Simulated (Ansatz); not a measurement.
# AlH5N2S: one species, many methods

The task here is to estimate one member of a computed series from the others.

Computed with Ansatz 0.2.0, Gaussian basis. Level: functionals in def2-TZVPP, the program's frozen cores in correlated methods.

Plan: LDA (SPW92), PBE-D4, revPBE-D4, BLYP-D4, r2SCAN-D4, B97M-V, PBE0-D4, B3LYP-D4, r2SCANh-D4, r2SCAN0-D4, HSE06-D4, BHLYP-D4, CAM-B3LYP-D4, LC-ωPBE, ωB97X-V, ωB97M-V, B2PLYP, PBE-QIDH; CCSD(T)/def2-SVP; CCSD(T)/def2-TZVPP; MP2/def2-QZVPP; extrapolation to the limit; RPA on PBE.

## The geometry

The geometry comes from an earlier relaxation with PBE0-D4 in a triple-zeta def2 set; it is a stationary point, not always the lowest conformer.

9 atoms, charge 0, spin multiplicity 1.

Atoms are counted from 1 here; the program's logs count them from 0.

Bond lengths: N1–Al2 1.765 Å, N1–H5 1.006 Å, N1–H6 1.006 Å, Al2–N3 1.763 Å, Al2–S4 2.191 Å, N3–H7 1.006 Å, N3–H8 1.006 Å, S4–H9 1.344 Å. Angles: Al2–N1–H5 124.9°, Al2–N1–H6 124.9°, H5–N1–H6 110.2°, N1–Al2–N3 121.7°, N1–Al2–S4 120.7°, N3–Al2–S4 117.6°, Al2–N3–H7 124.2°, Al2–N3–H8 125.5°, H7–N3–H8 110.3°, Al2–S4–H9 93.0°.

The first run:

Input file in.yaml:

```yaml
crystal:
  periodic: [false, false, false]
  atoms:
    - {symbol: N, position_ang: [-0.333367, 1.123465, -1.020110]}
    - {symbol: Al, position_ang: [-0.067311, -0.155269, 0.167345]}
    - {symbol: N, position_ang: [1.403688, -1.127799, 0.168833]}
    - {symbol: S, position_ang: [-1.572721, -0.590682, 1.698035]}
    - {symbol: H, position_ang: [-1.199348, 1.619232, -1.146758]}
    - {symbol: H, position_ang: [0.351506, 1.445464, -1.683627]}
    - {symbol: H, position_ang: [1.646776, -1.784232, 0.891663]}
    - {symbol: H, position_ang: [2.111334, -1.118836, -0.546267]}
    - {symbol: H, position_ang: [-2.251959, 0.542458, 1.453686]}
basis:
  gaussian: {orbitals: def2-TZVPP}
hamiltonian: {xc: lda}
output: {orbitals: {seedname: orbitals}}
```

Started as:

```
ansatz run in.yaml --threads 4 --pin off --events-out ev --progress --plain --max-ram 10444MiB
```

Steps of the session up to this table: LDA; PBE-D4 (GGA); revPBE-D4 (GGA); BLYP-D4 (GGA); r2SCAN-D4 (meta-GGA); B97M-V (meta-GGA); B3LYP-D4 (hybrid); r2SCANh-D4 (hybrid); r2SCAN0-D4 (hybrid); HSE06-D4 (hybrid); BHLYP-D4 (hybrid); CAM-B3LYP-D4 (range-separated); LC-ωPBE (range-separated); ωB97X-V (range-separated); ωB97M-V (range-separated); B2PLYP (double hybrid); PBE-QIDH (double hybrid).

One of the session's tables, all rows but one given; the rest of the session is left out.

It belongs to the step «Orbital energies across the functionals». 

| functional | HOMO (eV) | gap (eV) |
| --- | --- | --- |
| LDA (SPW92) | -5.88 | 4.90 |
| PBE-D4 | -5.70 | 4.90 |
| revPBE-D4 | -5.63 | 4.94 |
| BLYP-D4 | -5.56 | 4.79 |
| r2SCAN-D4 | -6.00 | 5.75 |
| B97M-V | -6.03 | 5.42 |
| PBE0-D4 | -7.12 | 7.13 |
| B3LYP-D4 | -6.86 | 6.57 |
| r2SCANh-D4 | -6.54 | 6.52 |
| r2SCAN0-D4 | -7.34 | 7.67 |
| HSE06-D4 | -6.72 | 6.36 |
| BHLYP-D4 | -8.26 | 8.93 |
| CAM-B3LYP-D4 | -8.49 | 9.31 |
| LC-ωPBE | ? | ? |
| ωB97X-V | -9.54 | 11.41 |
| ωB97M-V | -9.38 | 10.87 |

**Question.** Estimate the row for LC-ωPBE.

As computed: HOMO (eV): -9.93; gap (eV): 12.03. In the column «HOMO (eV)» it is the lowest.
